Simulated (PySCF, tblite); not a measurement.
**C4H11BSi: geometry, infrared bands and NMR shifts**

Wanted: the infrared bands and NMR shifts of C4H11BSi (`C=C(C)B[SiH2]C`), by calculation.

Programs: tblite 0.8.0 and PySCF 2.14.0, with density-fitted response routines of our own. Each step states its level of theory. These are calculated values for one molecule in the gas phase, unless marked as measured. Atoms are numbered from 0 throughout.

## (1) Starting geometry

17 atoms, charge 0, multiplicity 1; geometry from: force field or distance geometry start.

Bonds of the start (Å): C0–C1 1.33, C1–C2 1.51, C1–B3 1.58, B3–Si4 1.96, Si4–C5 1.87, C0–H6 1.08, C0–H7 1.09, C2–H8 1.11, C2–H9 1.12, C2–H10 1.10, B3–H11 1.19, Si4–H12 1.47, Si4–H13 1.46, C5–H14 1.11, C5–H15 1.11, C5–H16 1.11.

## (2) Relaxing the molecule with GFN2-xTB

Job settings and geometry (Å):

```
{"job": {"kind": "relax", "xc": "GFN2-xTB", "basis": "xTB"}, "charge": 0, "multiplicity": 1}
C     -2.184800    -0.299700    -1.442200
C     -1.289600    -0.101100    -0.483700
C     -1.299200     1.157000     0.344600
B     -0.148400    -1.175300    -0.269200
Si     1.286600    -0.977600     1.048000
C      2.348400     0.491000     0.594200
H     -2.180900    -1.186900    -2.064100
H     -2.961200     0.445000    -1.629000
H     -0.588900     1.888700    -0.089000
H     -2.326400     1.614600     0.354100
H     -1.031900     0.950800     1.393400
H     -0.162100    -2.177000    -0.903200
H      2.113100    -2.187600     1.040100
H      0.723500    -0.789400     2.380700
H      3.201900     0.562700     1.306600
H      1.752100     1.423700     0.673700
H      2.740600     0.373200    -0.432700
```

Command:

```
> OMP_NUM_THREADS=1 python probes_run.py task.json out
```

The driver reads the jobs from task.json and runs them one after another.

**Question.** This job is followed by: GFN2-xTB harmonic vibrations, gas phase; GIAO PBE0/pcSseg-1 NMR shielding, non-relativistic, gas phase. What will the session give for the following? strongest single infrared mode (GFN2-xTB); zero-point energy (GFN2-xTB); 13C shifts against TMS (PBE0/pcSseg-1); 1H shifts against TMS (PBE0/pcSseg-1, means over atoms taken as alike); 11B shifts against BF3·OEt2 (PBE0/pcSseg-1); 29Si shifts against TMS (PBE0/pcSseg-1).

**Answer**, as computed:

| quantity | value |
| --- | --- |
| strongest single infrared mode (GFN2-xTB) | 2124 cm⁻¹, 493 km/mol |
| zero-point energy (GFN2-xTB) | 84.0 kcal/mol |
| 13C shifts against TMS (PBE0/pcSseg-1) | 165.6, 152.1, 28.0, -11.2 ppm |
| 1H shifts against TMS (PBE0/pcSseg-1, means over atoms taken as alike) | 8.83, 6.63, 6.11, 4.05, 2.36, 0.15 ppm |
| 11B shifts against BF3·OEt2 (PBE0/pcSseg-1) | 94.1 ppm |
| 29Si shifts against TMS (PBE0/pcSseg-1) | -81.8 ppm |

What this shows: The optimisation took 120 steps and gained 0.206 eV; among the close pairs (by a distance rule), Si4–C5 changed most, from 1.868 to 1.914 Å. No mode is imaginary among the 45: a minimum at this level. The strongest single mode, at 2124 cm⁻¹, moves mainly H13. Unscaled tight-binding wavenumbers are off by several per cent, some by more. Its intensities can rank the bands wrongly. At PBE0/pcSseg-1: The widest tensor belongs to C1: span 283 ppm, with a paramagnetic part of -238 ppm.
